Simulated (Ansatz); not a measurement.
Which YAML input does this script hand to the engine? (Ansatz 0.2.0, Python API)

`fermi_alcu3.py`:
```python
import ansatz as az

alcu3 = (
    az.Lattice.of((3.637377, 0.0, 0.0), (0.0, 3.637377, 0.0), (0.0, 0.0, 3.637377))
    .atom("Al", (0.0, 0.0, 0.0))
    .atom("Cu", (0.5, 0.5, 0.0))
    .atom("Cu", (0.5, 0.0, 0.5))
    .atom("Cu", (0.0, 0.5, 0.5))
)

base = (
    alcu3.calculation()
    .functional(az.Functional.R2SCAN, dispersion="d4")
    .basis(500)
    .kpoints(6)
    .occupations("fermi_dirac", width=0.1)
    .eigenstates(nscf_kmesh=(8, 8, 8), level_slopes=True)
)
surface = base.run(threads=1, pin="off").fermi_surface().to_plain()
for way, reading in surface.items():
    if reading:
        rho_lambda = [f"{v:.3e}" for v in reading["resistivity_times_mean_free_path_ohm_m2"]]
        print(f"{way:24s} area {reading['spin_summed_area_per_ang2']:8.3f} 1/A^2  rho*lambda (ohm m^2) {rho_lambda}")
```

Running `python fermi_alcu3.py` prints:
```text
by_tetrahedra            area   44.936 1/A^2  rho*lambda (ohm m^2) ['6.803e-16', '6.803e-16', '6.803e-16']
by_slopes                area   38.105 1/A^2  rho*lambda (ohm m^2) ['8.023e-16', '8.023e-16', '8.023e-16']
on_every_second_point    area   40.945 1/A^2  rho*lambda (ohm m^2) ['7.466e-16', '7.466e-16', '7.466e-16']
```

`input.yaml`:
```yaml
crystal:
  lattice:
    - [3.637377, 0.0, 0.0]
    - [0.0, 3.637377, 0.0]
    - [0.0, 0.0, 3.637377]
  atoms:
    - { symbol: Al, position: [0.0, 0.0, 0.0] }
    - { symbol: Cu, position: [0.5, 0.5, 0.0] }
    - { symbol: Cu, position: [0.5, 0.0, 0.5] }
    - { symbol: Cu, position: [0.0, 0.5, 0.5] }
basis:
  ecutwfc: 500.0
kpoints:
  mp_grid:
    grid: [6, 6, 6]
hamiltonian:
  xc: r2scan
  dispersion: d4
scf:
  occupations:
    method: fermi_dirac
    width: 0.1
output:
  eigenstates:
    nscf_kmesh:
      grid: [8, 8, 8]
    de_dk: true
```

Dispersion corrections can be off by several per cent in the lattices of metals, and by several GPa in the pressure at a fixed cell. The mesh is modest for a metal, so energies can be off by several to tens of meV an atom and pressures by half a GPa or more; differences at equal mesh fare better. The structure comes from a database of computed cells and needn't be a stable or known phase. The three readings differ by the mesh error. The whole script took 12 s on 1 thread of Arm Neoverse V1 (shared host), peak memory 0.44 GiB.
